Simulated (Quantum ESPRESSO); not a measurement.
**HfB under changes of volume**

One of the cells (12.326 Å³/atom); the others are scaled copies at fixed shape and fractional positions:

```
Hf B
1.0
     0.00000    2.31000    2.31000
     2.31000    0.00000    2.31000
     2.31000    2.31000    0.00000
Hf B
1 1
Direct
  0.50000 0.50000 0.50000
  0.00000 0.00000 0.00000
```

```yaml
Program: Quantum ESPRESSO 7.5
Functional: PBEsol
Potentials_or_basis: GBRV 1.5 PBEsol
Cutoff: 612 eV
Density_cutoff: 4898 eV
k_mesh: 10 × 10 × 10
Occupations: fermi-dirac, width 0.05 eV
Spin: no spin polarisation
```

```csv
volume (Å³/atom),energy over the lowest point (meV/atom),pressure (GPa)
11.587,237.61,43.6
11.833,175.70,36.8
12.080,123.76,30.6
12.326,?,?
12.573,46.62,19.7
12.819,19.81,15.0
13.066,0.00,10.6
```

Task: What does the run at 12.326 Å³/atom give?

Result: Energy over the lowest point 81.03 meV/atom; pressure 24.9 GPa.

Worked out: A Birch-Murnaghan fit of order 3 (a polynomial in V^(-2/3)) to the other rows has no minimum within the range. It gives 81.06 meV/atom at 12.326 Å³/atom, against the run's 81.03, and -dE/dV = 25.0 GPa, against 24.9.

Energies are extrapolated to zero smearing.
